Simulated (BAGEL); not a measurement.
# Si2H5SO (SMILES O[SiH2]S[SiH2]) at ROHF/def2-SVP (density fitting with qzvpp-jkfit)

Aim: the energy change on altering one bond length of Si2H5SO at ROHF/def2-SVP (density fitting with qzvpp-jkfit), from 2 runs. 

Program for the calculation: BAGEL 1.2.2.

1 further run of the same task is left out (set aside as unsound or not needed). Runs told in other sessions of the task aren't counted.

## Step 1: The system as given

Si2H5SO: 9 atoms, total charge 0, spin state doublet. As SMILES, `O[SiH2]S[SiH2]`. Geometry: relaxed at PBE0-D4/def2-TZVP. This is one conformer, not always the lowest.

Bond lengths: O1–Si2 1.638 Å, Si2–S3 2.143 Å, S3–Si4 2.129 Å, O1–H5 0.959 Å, Si2–H6 1.486 Å, Si2–H7 1.476 Å, Si4–H8 1.495 Å, Si4–H9 1.489 Å. Some angles: O1–Si2–S3 112.9°, Si2–S3–Si4 97.0°, O1–Si2–H6 111.4°, O1–Si2–H7 105.8°, S3–Si2–H6 107.3°, S3–Si2–H7 107.2°, Si2–O1–H5 118.0°, S3–Si4–H8 110.2°, S3–Si4–H9 107.5°, H6–Si2–H7 112.2°.

## Step 2: A single-point energy at ROHF/def2-SVP (density fitting with qzvpp-jkfit)

Contents of calc.json:

```json
{ "bagel" : [

{
  "title" : "molecule",
  "basis" : "svp",
  "df_basis" : "qzvpp-jkfit",
  "angstrom" : true,
  "geometry" : [
    { "atom" : "O", "xyz" : [      -0.385500,       1.720800,      -1.014500 ] },
    { "atom" : "Si", "xyz" : [      -1.120700,       0.633400,      -0.034100 ] },
    { "atom" : "S", "xyz" : [      -0.625100,      -1.394800,      -0.517500 ] },
    { "atom" : "Si", "xyz" : [       1.124200,      -1.529200,       0.689200 ] },
    { "atom" : "H", "xyz" : [       0.572500,       1.717100,      -1.051200 ] },
    { "atom" : "H", "xyz" : [      -0.753500,       0.852100,       1.388900 ] },
    { "atom" : "H", "xyz" : [      -2.569300,       0.796000,      -0.266700 ] },
    { "atom" : "H", "xyz" : [       1.867700,      -0.232000,       0.666700 ] },
    { "atom" : "H", "xyz" : [       1.978000,      -2.609700,       0.122200 ] }
  ]
},

{ "title" : "rohf", "nopen" : 1 },

{ "title" : "print", "file" : "orbitals.molden", "orbitals" : true }

]}
```

Run with:

```console
$ BAGEL_NUM_THREADS=1 BAGEL calc.json > calc.out
```

The log of the run:

```text
* using 1 threads per process

  ===============================================================
  ===============================================================

  *** Geometry ***

  { "atom" : "O", "xyz" : [     -0.728489,      3.251841,     -1.917127 ] },
  { "atom" : "Si", "xyz" : [     -2.117816,      1.196953,     -0.064440 ] },
  { "atom" : "S", "xyz" : [     -1.181268,     -2.635790,     -0.977933 ] },
  { "atom" : "Si", "xyz" : [      2.124430,     -2.889769,      1.302399 ] },
  { "atom" : "H", "xyz" : [      1.081868,      3.244849,     -1.986480 ] },
  { "atom" : "H", "xyz" : [     -1.423909,      1.610236,      2.624641 ] },
  { "atom" : "H", "xyz" : [     -4.855273,      1.504222,     -0.503990 ] },
  { "atom" : "H", "xyz" : [      3.529441,     -0.438416,      1.259880 ] },
  { "atom" : "H", "xyz" : [      3.737878,     -4.931618,      0.230925 ] },

  Number of auxiliary basis functions:      551

  Since a DF basis is specified, we compute 2- and 3-index integrals:
    o Being stored without compression. Storage requirement is 0.038 GB

  Number of basis functions:       93
  Number of electrons      :       57

    * METHOD: MOLECULE                             0.32

  *** Open-shell HF ***

  === Nuclear Repulsion ===
   274.4954556963

      * DIIS with orbital gradients will be used.

  === ROHF iteration (svp) ===
      0      -1052.67372712          0.03116307           0.27
      1      -1052.79030456          0.02018250           0.28
      2      -1052.82777064          0.01295246           0.28
      3      -1052.85229160          0.00094524           0.27
      4      -1052.85285242          0.00032045           0.27
      5      -1052.85300311          0.00013236           0.27
      6      -1052.85303634          0.00002848           0.27
      7      -1052.85305953          0.00000758           0.28
      8      -1052.85306448          0.00000266           0.27
      9      -1052.85306500          0.00000087           0.27
     10      -1052.85306516          0.00000039           0.27
     11      -1052.85306521          0.00000020           0.28
     12      -1052.85306521          0.00000008           0.27
     13      -1052.85306521          0.00000003           0.27
     14      -1052.85306521          0.00000001           0.27
     15      -1052.85306522          0.00000000           0.27
    * SCF iteration converged.

    * S^2 (ROHF) is 0.7500

    * Permanent dipole moment:
           (   -0.648293,    -0.118164,    -0.498630) a.u.

    * METHOD: ROHF                                 4.62

    * METHOD: PRINT                                0.01

  ===============================================================
```

Wall time 5.1 s (1 thread of Arm Neoverse V2, shared host); peak memory 0.15 GiB.

## Step 3: The distorted shape, same level

Contents of input.json:

```json
{ "bagel" : [

{
  "title" : "molecule",
  "basis" : "svp",
  "df_basis" : "qzvpp-jkfit",
  "angstrom" : true,
  "geometry" : [
    { "atom" : "O", "xyz" : [   -0.164956,    2.046996,   -1.308599 ] },
    { "atom" : "Si", "xyz" : [   -1.120700,    0.633400,   -0.034100 ] },
    { "atom" : "S", "xyz" : [   -0.625100,   -1.394800,   -0.517500 ] },
    { "atom" : "Si", "xyz" : [    1.124200,   -1.529200,    0.689200 ] },
    { "atom" : "H", "xyz" : [    0.793044,    2.043296,   -1.345299 ] },
    { "atom" : "H", "xyz" : [   -0.753500,    0.852100,    1.388900 ] },
    { "atom" : "H", "xyz" : [   -2.569300,    0.796000,   -0.266700 ] },
    { "atom" : "H", "xyz" : [    1.867700,   -0.232000,    0.666700 ] },
    { "atom" : "H", "xyz" : [    1.978000,   -2.609700,    0.122200 ] }
  ]
},
{ "title" : "rohf", "nopen" : 1 },
{ "title" : "print", "file" : "orbitals.molden", "orbitals" : true }

]}
```

Run with:

```console
$ BAGEL_NUM_THREADS=1 BAGEL input.json > input.out
```

The log of the run:

```text
* using 1 threads per process

  ===============================================================
  ===============================================================

  *** Geometry ***

  { "atom" : "O", "xyz" : [     -0.311722,      3.868262,     -2.472894 ] },
  { "atom" : "Si", "xyz" : [     -2.117816,      1.196953,     -0.064440 ] },
  { "atom" : "S", "xyz" : [     -1.181268,     -2.635790,     -0.977933 ] },
  { "atom" : "Si", "xyz" : [      2.124430,     -2.889769,      1.302399 ] },
  { "atom" : "H", "xyz" : [      1.498636,      3.861270,     -2.542247 ] },
  { "atom" : "H", "xyz" : [     -1.423909,      1.610236,      2.624641 ] },
  { "atom" : "H", "xyz" : [     -4.855273,      1.504222,     -0.503990 ] },
  { "atom" : "H", "xyz" : [      3.529441,     -0.438416,      1.259880 ] },
  { "atom" : "H", "xyz" : [      3.737878,     -4.931618,      0.230925 ] },

  Number of auxiliary basis functions:      551

  Since a DF basis is specified, we compute 2- and 3-index integrals:
    o Being stored without compression. Storage requirement is 0.038 GB

  Number of basis functions:       93
  Number of electrons      :       57

    * METHOD: MOLECULE                             0.31

  *** Open-shell HF ***

  === Nuclear Repulsion ===
   260.9303200913

      * DIIS with orbital gradients will be used.

  === ROHF iteration (svp) ===
      0      -1052.53185593          0.03603852           0.27
      1      -1052.63974443          0.02942542           0.26
      2      -1052.70093363          0.02243169           0.26
      3      -1052.77873073          0.00127249           0.26
      4      -1052.77954078          0.00043144           0.26
      5      -1052.77972578          0.00016985           0.27
      6      -1052.77977409          0.00005211           0.27
      7      -1052.77979240          0.00001270           0.27
      8      -1052.77979977          0.00000442           0.27
      9      -1052.77980067          0.00000175           0.27
     10      -1052.77980090          0.00000059           0.27
     11      -1052.77980100          0.00000029           0.27
     12      -1052.77980104          0.00000014           0.27
     13      -1052.77980103          0.00000006           0.27
     14      -1052.77980104          0.00000002           0.27
     15      -1052.77980104          0.00000001           0.27
    * SCF iteration converged.

    * S^2 (ROHF) is 0.7500

    * Permanent dipole moment:
           (   -0.336803,     0.549452,    -1.013864) a.u.

    * METHOD: ROHF                                 4.52

    * METHOD: PRINT                                0.01

  ===============================================================
```

Wall time 5.1 s (1 thread of Arm Neoverse V2, shared host); peak memory 0.15 GiB.

## Step 4: Summary of results

Level: ROHF/def2-SVP (density fitting with qzvpp-jkfit).

| quantity | value |
| --- | --- |
| first shape: total energy | -1052.85307 Eh |
| first shape: dipole moment | 2.10 D |
| first shape: ⟨S²⟩ | 0.750 |
| distorted shape: total energy | -1052.77980 Eh |
| distorted shape: dipole moment | 3.05 D |
| distorted shape: ⟨S²⟩ | 0.750 |
| energy change with the O1–Si2 bond stretched from 1.638 to 2.130 Å | 1.994 eV |

**Reading.** With the O1–Si2 bond stretched from 1.638 to 2.130 Å the energy rises by 1.99 eV (46 kcal/mol). The first shape isn't relaxed at this level, so the change isn't measured from a minimum.
